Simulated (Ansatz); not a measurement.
# BGe (doublet): the correlation ladder at distance Ge1–B2 = 1.561 Å, cc-pVDZ

Aim: climb from Hartree-Fock through coupled cluster and multireference methods for BGe (doublet) at one geometry and basis, and see what each rung misses.

Computed with Ansatz 0.2.0, Gaussian basis. Level: cc-pVDZ, core rule «outside noble gas», up to 15 orbitals frozen.

Plan: UHF; CCSD(T) on ROHF; CCSD(T) on UHF; BCCD(T) on ROHF; CISD; CCSDT(Q) on ROHF; CCSDT(Q) on UHF; CASSCF and MRCISD+Q, 3 electrons in 3 orbitals; CASSCF and NEVPT2, 3 electrons in 3 orbitals; CASSCF and MRCISD+Q, 7 electrons in 8 orbitals; CASSCF and NEVPT2, 7 electrons in 8 orbitals; Full CI.

22 further runs of the same task are left out: 3 for a known fault of the program, 15 that didn't finish, 4 set aside as unsound or not needed.

**1. The geometry**

The geometry derives from a PBE0/def2-TZVP stationary point (not a proven minimum). One bond is set to the value named and the two fragments are kept rigid. No spin-orbit coupling is included. The filled d shell of Ge may be among the frozen orbitals whatever the setting's name suggests; the logs give the count.

2 atoms, charge 0, spin multiplicity 2.

Atoms are counted from 1 here; the program's logs count them from 0.

Bond lengths: Ge1–B2 1.561 Å.

**2. UHF**

in.yaml reads:

```yaml
crystal:
  periodic: [false, false, false]
  atoms:
    - {symbol: Ge, position_ang: [0.000000, 0.000000, 0.000000]}
    - {symbol: B, position_ang: [0.000000, 0.000000, 1.561000]}
basis:
  gaussian: {orbitals: cc-pVDZ}
magnetization: {spin_polarized: true, initial_magnetization: 1}
hamiltonian: {xc: hf}
output: {orbitals: {seedname: orbitals}}
```

Launch:

```
$ ansatz run in.yaml --threads 1 --pin off --events-out ev --progress --plain --max-ram 2393MiB
```

The runs that follow: CCSD(T) on ROHF; CCSD(T) on UHF; BCCD(T) on ROHF; CISD; CCSDT(Q) on ROHF; CCSDT(Q) on UHF; CASSCF and MRCISD+Q, 3 electrons in 3 orbitals; CASSCF and NEVPT2, 3 electrons in 3 orbitals; CASSCF and MRCISD+Q, 7 electrons in 8 orbitals; CASSCF and NEVPT2, 7 electrons in 8 orbitals; Full CI.

**Question.** What will the summary of the whole plan be? Wanted: FCI from the RHF energy; RMP2 from FCI; UMP2 from FCI; RCCSD from FCI; RCCSD(T) from FCI; UCCSD(T) from FCI; RCCSDT(Q) from FCI; UCCSDT(Q) from FCI; NEVPT2 pair from FCI.

The runs gave:

```
                         quantity                                                   value
          FCI from the ROHF energy                                              -4.9502 eV
                    RMP2 from FCI                                           +110.5 kJ/mol
                    UMP2 from FCI                                           +111.0 kJ/mol
                   RCCSD from FCI                                            +36.9 kJ/mol
                RCCSD(T) from FCI                                             +6.0 kJ/mol
                UCCSD(T) from FCI                                             +6.1 kJ/mol
               RCCSDT(Q) from FCI                                             +0.4 kJ/mol
               UCCSDT(Q) from FCI                                             -0.4 kJ/mol
             NEVPT2 pair from FCI                                            +90.9 kJ/mol
           MRCISD+Q pair from FCI                                             +6.8 kJ/mol
          NEVPT2 valence from FCI                                            +46.0 kJ/mol
levels within 1 kcal/mol (43 meV)  RCCSDT, UCCSDT, RCCSDT(Q), UCCSDT(Q), MRCISD+Q valence
                    T1 diagnostic                                                   0.057
   effectively unpaired electrons                                                    1.34
```

What this shows: RCCSD(T) lands +6.0 kJ/mol from the yardstick (1.3 % of the correlation energy). UCCSDT(Q), MRCISD+Q valence fall below full CI: unrestricted runs freeze a spin-polarised core, another one than full CI's, and coupled cluster isn't variational. The occupations show some static correlation. Of the multireference levels listed MRCISD+Q valence comes nearest in total energy (-1.2 kJ/mol), which doesn't show that its space is the better one. Coupled cluster took another determinant than the lowest Hartree-Fock one. These misses are within one basis, not against nature; the frozen cores of restricted and unrestricted runs differ, which can shift their rows.

Levels on UHF freeze UHF's core orbitals, full CI those of ROHF, so the U rows can settle a little off it for that reason alone.
